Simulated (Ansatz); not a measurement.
The system is Hf2Pd2Se2Br2O3.

```xyz
11
Lattice="5.7607 0.0050 -0.0029 -0.5275 5.8466 0.0341 -1.4844 -0.9264 6.6459" Properties=species:S:1:pos:R:3 pbc="T T T"
Hf    3.5658    1.9949    2.3367
Hf    0.5362    2.1009    3.9624
Pd    3.9042   -0.0043    5.6409
Pd    0.4456    4.9498    2.4142
Se    2.0523    1.4944    6.2402
Se    2.4066    4.0824    3.5487
Br    4.1617    5.6554    1.0519
Br   -0.4152    4.0015    5.7576
O     4.5038    1.1491    3.9299
O     1.7546    1.0574    2.7229
O    -0.4225    3.0696    2.4575
```

The cell was built by a generator and needn't be a form met in nature.

```yaml
Program: Ansatz 0.2.0
Task: relaxation of cell and atoms
Functional: PBEsol
Dispersion: D3(BJ)
Potentials_or_basis: Ansatz PAW
Cutoff: "420 eV (not typed: the program's choice for these potentials)"
k_mesh: 4 × 4 × 3
Occupations: fermi-dirac, width 0.05 eV
Spin: no spin polarisation
```

At the start: volume 20.36 Å³/atom.

Q: Where does the relaxation end?

A: It ends after 10 steps and the volume is 18.73 Å³/atom (-8.0 %); space group P1 (No. 1, to 0.05 Å).

Step by step:
```tsv
step	energy change (eV)	largest force (eV/Å)	volume (Å³)
1	0.0000	0.2934	224.01
2	-0.2488	0.5533	200.00
3	-0.3639	0.1263	207.73
4	-0.3709	0.0878	206.81
5	-0.3735	0.0389	206.21
6	-0.3738	0.0210	206.32
7	-0.3740	0.0051	206.32
8	-0.3576	0.0059	206.32
9	-0.3582	0.0042	206.00
10	-0.3577	0.0042	206.00
```

Final structure:
```xyz
11
Lattice="5.6580 0.0160 0.0006 -0.5067 5.6703 -0.0095 -1.4558 -0.9495 6.4209" Properties=species:S:1:pos:R:3 pbc="T T T"
Hf    3.5028    1.9396    2.2206
Hf    0.5351    1.9991    3.8318
Pd    3.8590   -0.0745    5.4468
Pd    0.4299    4.7936    2.2899
Se    2.0447    1.4244    5.9927
Se    2.3721    3.9863    3.4249
Br    4.0591    5.4240    0.9699
Br   -0.3601    3.8707    5.6037
O     4.4180    1.0857    3.8046
O     1.7178    1.0049    2.5552
O    -0.4056    2.9671    2.3316
```

Caveat: the plane-wave basis is chosen anew once the cell has moved, so the energies of steps on either side of that aren't comparable; the PAW data sets come from PBE, with cores solved anew for the run's functional, which leaves a small shift of forces and pressure.
